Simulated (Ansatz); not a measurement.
# Lu2AlN3: the cost of one run

Method: DFT PBE, scalar-relativistic, plane waves, PAW, in Ansatz 0.2.0.

1 further run of the same task is left out (it didn't finish).

## 1. The starting structure

Symmetry: Cmmm, No. 65, orthorhombic system. Conventional cell: a = 5.239 Å, b = 8.798 Å, c = 4.064 Å, α = 90.00°, β = 90.00°, γ = 90.00°. Lu (site symmetry 2/m) is surrounded by 6 N at 2.54 to 2.56 Å and 2 Lu at 2.62 Å. Al (site symmetry mmm) has 10 N at 2.98 to 3.32 Å and 8 Lu at 3.27 Å as nearest neighbours. N (site symmetry m2m) is surrounded by 5 N at 2.48 to 3.05 Å and 4 Lu at 2.54 Å and 3 Al at 2.98 Å. N (site symmetry mmm) has 4 N at 2.48 Å and 4 Lu at 2.56 Å and 4 Al at 3.32 Å as nearest neighbours.

As a file:

```cif
data_structure
_symmetry_space_group_name_H-M 'P 1'
_symmetry_Int_Tables_number 1
_cell_length_a 5.1198
_cell_length_b 5.1198
_cell_length_c 4.0644
_cell_angle_alpha 90.000
_cell_angle_beta 90.000
_cell_angle_gamma 118.457
_cell_volume 93.67
loop_
_atom_site_label
_atom_site_type_symbol
_atom_site_fract_x
_atom_site_fract_y
_atom_site_fract_z
_atom_site_occupancy
Lu1 Lu 0.50000 0.00000 0.50000 1
Lu2 Lu 0.00000 0.50000 0.50000 1
Al1 Al 0.00000 0.00000 0.00000 1
N1 N 0.66109 0.33891 0.00000 1
N2 N 0.33891 0.66109 0.00000 1
N3 N 0.50000 0.50000 0.50000 1
```

The cell is invented: species swapped into a database cell of LaAl2Cu3 (Cmmm, No. 65), with Al on the La sites, Lu on the Al sites and N on the Cu sites. The dimensions are guesses.

## 2. A first look at the guess

input.yaml

```yaml
crystal:
  lattice:
    - [2.61939278, -4.39902957, 0.0]
    - [2.61939278, 4.39902957, 0.0]
    - [0.0, 0.0, 4.06442994]
  atoms:
    - { symbol: Lu, position: [0.5, 0.0, 0.5] }
    - { symbol: Lu, position: [0.0, 0.5, 0.5] }
    - { symbol: Al, position: [0.0, 0.0, 0.0] }
    - { symbol: "N", position: [0.66109169, 0.33890831, 0.0] }
    - { symbol: "N", position: [0.33890831, 0.66109169, 0.0] }
    - { symbol: "N", position: [0.5, 0.5, 0.5] }
basis:
  ecutwfc: 420
kpoints:
  mp_grid: { grid: [4, 4, 4] }
hamiltonian:
  xc: pbe
scf:
  occupations: { method: gaussian, width: 0.1 }
  lower_state_search: "off"
output:
  forces: true
  stress: true
  eigenvalues: true
```

Started as:

```bash
> ansatz run input.yaml --threads 1 --pin off --max-ram 2560MiB --backend cpu --events-out ev --progress --plain --runs-dir out
```

What time and memory should one allow on 1 thread of Arm Neoverse V1, shared host?

About 7.2 s, with a peak of 0.38 GiB.
